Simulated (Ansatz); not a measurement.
**TaGe+ (quintet): from Hartree-Fock to the top rungs, def2-SVP**

One table from this session's results is given with a row withheld; the runs are named, their logs left out.

Computed with Ansatz 0.2.0, Gaussian basis. Level: def2-SVP, core rule «outside noble gas», up to 18 orbitals frozen.

To be run: UHF; CCSD(T) on ROHF; CCSD(T) on UHF; CISD as a restricted active space (open shells left free, so some higher excitations enter); CCSDT(Q) on ROHF; CCSDT(Q) on UHF.

21 further runs of the same task are left out: 4 for a known fault of the program, 5 that didn't finish, 12 set aside as unsound or not needed. Runs told in other sessions of the task aren't counted.

### What is computed

The geometry is a PBE0/def2-TZVP stationary point (not a proven minimum) of the parent state, kept for this charge and spin. No spin-orbit coupling is included. Elements past krypton take def2 core potentials. The filled d shell of Ge may be among the frozen orbitals whatever the setting's name suggests.

2 atoms, charge 1, spin multiplicity 5.

Atoms are counted from 1 here; the program's logs count them from 0.

Bond lengths: Ta1–Ge2 2.504 Å.

The first run:

in.yaml reads:

```yaml
crystal:
  periodic: [false, false, false]
  atoms:
    - {symbol: Ta, position_ang: [0.000000, 0.000000, 0.000000]}
    - {symbol: Ge, position_ang: [0.000000, 0.000000, 2.504400]}
basis:
  gaussian: {orbitals: def2-SVP}
total_charge: 1
magnetization: {spin_polarized: true, initial_magnetization: 4}
hamiltonian: {xc: hf}
output: {orbitals: {seedname: orbitals}}
```

Started as:

```sh
$ ansatz run in.yaml --threads 1 --pin off --events-out ev --progress --plain --max-ram 2393MiB
```

Among the steps run: UHF; CCSD(T) on ROHF; CCSD(T) on UHF; CISD as a restricted active space (open shells left free, so some higher excitations enter); CCSDT(Q) on ROHF; CCSDT(Q) on UHF.

One of the session's tables, all rows but one given; the rest of the session is left out.

```
   method  from RCCSDT(Q) (meV)
     ROHF                     ?
     RMP2                +941.8
     UMP2                +897.9
     CISD                +573.8
    RCCSD                +300.3
    UCCSD                +230.9
 RCCSD(T)                 +67.0
 UCCSD(T)                  +0.4
   RCCSDT                 +28.2
   UCCSDT                 -40.2
RCCSDT(Q)                     0
UCCSDT(Q)                 -69.1
```

Q: Estimate the row for ROHF from the others.

As computed: from RCCSDT(Q) (meV): +4329.8. In the column «from RCCSDT(Q) (meV)» it is the highest.

Left out of the table: UHF (another determinant or state than the rows shown).

To keep in mind: The determinant of HF (⟨S²⟩ 6.54) is far from a pure spin state, so its energy mixes those of several spin states; that is harmless only where they are near-degenerate. Warnings: spin contamination; coupled cluster took another determinant than the lowest; large T1 diagnostic. Restricted and unrestricted rows rest on different reference determinants; a gap between their highest levels can come from leftover correlation error, from unlike frozen cores or from another state.
